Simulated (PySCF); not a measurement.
# A diatomic session: CsO

One table from this session's results is given with a row withheld; the runs are named, their logs left out.

Computed with PySCF 2.14.0. Level: Cs def2-SVP with ECP46, O def2-SVP, scalar-relativistic core potentials.

The first run:

The job is set up so:

```json
{"atoms": "Cs, O", "charge": "0", "basis": "Cs def2-SVP with ECP46, O def2-SVP", "Hamiltonian": "scalar-relativistic core potentials", "basis functions": "38", "electrons treated": "17", "masses in u": "132.9054, 15.9949", "levels": "PBE0, PBE, r²SCAN, LDA, PW91, B97-3, ωB97X, HF, MP2, SCS-MP2, CCSD, CCSD(T)", "grid": "80 radial by 434 angular points", "occupations": "held fixed by the projection of orbital angular momentum", "dissociation limit": "Cs + O, each in its ground configuration", "starting distance in angstrom": "2.805", "values of 2S to try": "1, 3"}
```

Run with:

```sh
OMP_NUM_THREADS=1 python dia.py task.json out
```

Steps of the session up to this table: The job; PBE0 along the bond; Other states along the same grid; PBE; r²SCAN (meta-GGA); LDA (local density); PW91; B97-3 (global hybrid GGA); ωB97X; UHF (mean field); Correlated methods on the Hartree–Fock reference.

One of the session's tables, all rows but one given; the rest of the session is left out.

It belongs to the step «The curves together». Energy (eV) from each level's lowest point:

| R (Å) | UHF | UHF-MP2 | UHF-SCS-MP2 | UHF-CCSD | UHF-CCSD(T) |
| --- | --- | --- | --- | --- | --- |
| 2.206 | 0.800 | 0.751 | 0.764 | n/a | n/a |
| 2.308 | 0.382 | 0.355 | 0.364 | 0.364 | 0.364 |
| 2.411 | 0.139 | 0.126 | 0.131 | 0.131 | 0.132 |
| 2.488 | 0.042 | 0.037 | 0.039 | 0.039 | 0.039 |
| 2.565 | 0.000 | 0.000 | 0.000 | 0.000 | 0.000 |
| 2.642 | ? | ? | ? | ? | ? |
| 2.745 | 0.049 | 0.058 | 0.054 | 0.054 | 0.052 |
| 2.873 | 0.164 | 0.179 | 0.172 | 0.171 | 0.166 |
| 3.027 | 0.349 | 0.370 | 0.361 | 0.359 | 0.351 |
| 3.232 | 0.636 | 0.666 | 0.655 | n/a | n/a |

**Question.** Estimate the row for R (Å) = 2.642.

Worked estimate for «UHF». A straight line through the neighbours (2.565, 0.000) and (2.745, 0.049) gives 0.000 + (0.049 − 0.000) × (2.642 − 2.565) / (2.745 − 2.565) = 0.021; a parabola fitted to 4 rows on both sides gives 0.004.

The run gave: UHF: 0.000; UHF-MP2: 0.005; UHF-SCS-MP2: 0.003; UHF-CCSD: 0.003; UHF-CCSD(T): 0.002. In «UHF» the line misses by +0.021 and the parabola by +0.004.
